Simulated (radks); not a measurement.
# Sm⁴⁺ in [Xe] 4f4: an all-electron calculation

An exercise on one series of results from a longer session: the logs are not shown, and one member is left open.

Program: radks (a radial shooting solver on a logarithmic mesh, Libxc functionals) version 1. Level of theory: scalar-relativistic Kohn-Sham, RPBE, spin-unpolarised, spherical densities, point nucleus. These are calculated values, not measurements, unless marked.

**Starting point**

| Property | Result |
| --- | --- |
| element | samarium (Z = 62) |
| charge | +4 |
| electrons | 58 |
| configuration | [Xe] 4f4 |

Outer shells as boxes (Hund's rule):

Sm⁴⁺
```
[Xe] core
4f [↑ ][↑ ][↑ ][↑ ][  ][  ][  ]
```

The first run:

The run's settings:

```text
Z 62
configuration [Xe] 4f4 6s0 5d0 6p0 5f0
relativity scalar-relativistic
functional rpbe,pbe
spin unpolarised
nucleus point
c 137.035999084
```

One of the session's tables, all rows but one given; the rest of the session is left out.

It belongs to the step «Shells». Radial moments (bohr):

| level | <r> | outermost maximum (interpolated) | 90 % within | nodes |
| --- | --- | --- | --- | --- |
| 1s | 0.02274 | 0.0145 | 0.0411 | 0 |
| 2s | 0.09700 | 0.0821 | 0.150 | 1 |
| 2p | 0.08548 | 0.0664 | 0.139 | 0 |
| 3s | 0.2549 | 0.234 | 0.374 | 2 |
| 3p | 0.2533 | 0.229 | 0.379 | 1 |
| 3d | 0.2310 | 0.188 | 0.360 | 0 |
| 4s | 0.5771 | 0.539 | 0.828 | 3 |
| 4p | 0.6100 | 0.562 | 0.886 | 2 |
| 4d | 0.6630 | 0.585 | 0.994 | 1 |
| 5s | 1.343 | 1.23 | 1.91 | 4 |
| 5p | 1.522 | 1.37 | 2.19 | 3 |
| 4f | 0.8466 | 0.595 | 1.41 | 0 |
| 5d | 2.004 | 1.73 | 2.96 | 2 |
| 6s | 2.928 | 2.80 | 4.09 | 5 |
| 6p | ? | ? | ? | ? |

**Question.** Estimate the row for 6p.

**Answer.** <r>: 3.332; outermost maximum (interpolated): 3.17; 90 % within: 4.67; nodes: 4. In the column «<r>» it is the highest.

To keep in mind: Spin polarisation and multiplet splitting are left out.
